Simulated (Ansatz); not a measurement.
# AsBF₃H₃: basis-set convergence

One table from this session's results is given with a row withheld; the runs are named, their logs left out.

Computed with Ansatz 0.2.0, Gaussian basis. Level: one geometry, several basis sets.

Plan: PBE0-D4/def2-SVP; ωB97M-V/def2-SVP; PBE0-D4/def2-QZVPP; ωB97M-V/def2-QZVPP; the functionals' def2-TZVPP values are taken from earlier runs.

## The relaxed structure

The geometry comes from an earlier relaxation with PBE0-D4 in a triple-zeta def2 set; it is a stationary point, not always the lowest conformer.

8 atoms, charge 0, spin multiplicity 1.

Atoms are counted from 1 here; the program's logs count them from 0.

Bond lengths: F1–B2 1.315 Å, B2–F3 1.315 Å, B2–F4 1.315 Å, As5–H6 1.517 Å, As5–H7 1.517 Å, As5–H8 1.517 Å. Angles: F1–B2–F3 119.8°, F1–B2–F4 119.8°, F3–B2–F4 119.9°, H6–As5–H7 93.6°, H6–As5–H8 93.6°, H7–As5–H8 93.6°.

Geometry (Å):

```mol
AsBF3H3
  3D, bonds by distance, orders not assigned

  8  6  0  0  0  0  0  0  0  0999 V2000
    0.5520   -1.5492    1.6216 F   0  0
    1.0655   -1.4658    0.4138 B   0  0
    0.5576   -2.1832   -0.5644 F   0  0
    2.1747   -0.7865    0.2196 F   0  0
   -0.7135    0.9967   -0.2993 As  0  0
   -0.6393    2.3041    0.4662 H   0  0
   -0.6755    1.6776   -1.6541 H   0  0
   -2.2291    0.9492   -0.2593 H   0  0
  1  2  8  0
  2  3  8  0
  2  4  8  0
  5  6  8  0
  5  7  8  0
  5  8  8  0
M  END
```

The first run:

Input file in.yaml:

```yaml
crystal:
  periodic: [false, false, false]
  atoms:
    - {symbol: F, position_ang: [0.551969, -1.549248, 1.621633]}
    - {symbol: B, position_ang: [1.065479, -1.465777, 0.413780]}
    - {symbol: F, position_ang: [0.557575, -2.183180, -0.564395]}
    - {symbol: F, position_ang: [2.174677, -0.786451, 0.219648]}
    - {symbol: As, position_ang: [-0.713535, 0.996670, -0.299254]}
    - {symbol: H, position_ang: [-0.639297, 2.304094, 0.466227]}
    - {symbol: H, position_ang: [-0.675549, 1.677648, -1.654125]}
    - {symbol: H, position_ang: [-2.229119, 0.949244, -0.259316]}
basis:
  gaussian: {orbitals: def2-SVP}
hamiltonian: {xc: pbe0, dispersion: d4}
output: {orbitals: {seedname: orbitals}}
```

The run is started by

```console
$ ansatz run in.yaml --threads 4 --pin off --events-out ev --progress --plain --max-ram 10444MiB
```

Steps of the session up to this table: PBE0-D4 in def2-SVP; ωB97M-V in def2-SVP; PBE0-D4 in def2-QZVPP; ωB97M-V in def2-QZVPP.

One of the session's tables, all rows but one given; the rest of the session is left out.

It belongs to the step «Density functionals: the series». 

| functional | basis | HOMO (eV) | LUMO (eV) |
| --- | --- | --- | --- |
| PBE0-D4 | def2-SVP | -8.16 | 0.55 |
| PBE0-D4 | def2-TZVPP | -8.24 | 0.36 |
| PBE0-D4 | def2-QZVPP | ? | ? |
| ωB97M-V | def2-SVP | -10.32 | 2.53 |
| ωB97M-V | def2-TZVPP | -10.41 | 1.89 |
| ωB97M-V | def2-QZVPP | -10.44 | 1.50 |

**Question.** Estimate the row for PBE0-D4, def2-QZVPP.

As computed: HOMO (eV): -8.27; LUMO (eV): 0.14. In the column «HOMO (eV)» it lies between ωB97M-V, def2-SVP (-10.32) and PBE0-D4, def2-TZVPP (-8.24).
